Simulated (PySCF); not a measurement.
**The bond of RbBe, level by level**

The task here is to estimate one member of a computed series from the others.

Computed with PySCF 2.14.0. Level: Rb x2c-SVPall, Be x2c-SVPall, spin-free X2C with a Gaussian nucleus.

The first run:

The job is set up so:

```yaml
atoms: Rb, Be
charge: 0
basis: Rb x2c-SVPall, Be x2c-SVPall
Hamiltonian: spin-free X2C with a Gaussian nucleus
basis_functions: 59
electrons_treated: 41
masses_in_u: 84.9118, 9.0122
levels: PBE0, PBE, r²SCAN, r²SCANh, M06-2X, LC-ωPBE, HF, MP2, SCS-MP2
grid: 80 radial by 434 angular points
occupations: held fixed by the projection of orbital angular momentum
dissociation_limit: Rb + Be, each in its ground configuration
starting_distance_in_angstrom: 3.020
values_of_2S_to_try: 1, 3
```

Command:

```bash
> OMP_NUM_THREADS=1 python dia.py task.json out
```

Steps of the session up to this table: The job; The PBE0 curve of the state that the search chose; Other states along the same grid; PBE (GGA); r²SCAN (meta-GGA); r²SCANh (hybrid meta-GGA); M06-2X; LC-ωPBE; ROHF.

One of the session's tables, all rows but one given; the rest of the session is left out.

Energy (eV) from each level's lowest point:

| R (Å) | ROHF | ROHF-MP2 | ROHF-SCS-MP2 | PBE | r²SCAN |
| --- | --- | --- | --- | --- | --- |
| 3.044 | 0.425 | 0.320 | 0.339 | 0.117 | 0.150 |
| 3.186 | 0.299 | 0.215 | 0.232 | 0.048 | 0.069 |
| 3.328 | 0.209 | 0.142 | 0.156 | 0.012 | 0.023 |
| 3.434 | 0.159 | 0.102 | 0.115 | 0.001 | 0.006 |
| 3.540 | 0.120 | 0.072 | 0.083 | 0.000 | 0.000 |
| 3.646 | 0.090 | 0.050 | 0.059 | 0.006 | 0.002 |
| 3.788 | 0.061 | 0.029 | 0.037 | 0.023 | 0.015 |
| 3.965 | 0.035 | 0.013 | 0.018 | 0.051 | 0.040 |
| 4.177 | ? | ? | ? | ? | ? |
| 4.460 | 0.000 | 0.000 | 0.000 | 0.144 | 0.129 |

**Question.** Estimate the row for R (Å) = 4.177.

Worked estimate for «ROHF». A straight line through the neighbours (3.965, 0.035) and (4.460, 0.000) gives 0.035 + (0.000 − 0.035) × (4.177 − 3.965) / (4.460 − 3.965) = 0.020; a parabola fitted to 3 rows on both sides gives 0.013.

As computed: ROHF: 0.015; ROHF-MP2: 0.004; ROHF-SCS-MP2: 0.006; PBE: 0.091; r²SCAN: 0.077. In «ROHF» the line misses by +0.005 and the parabola by -0.002.
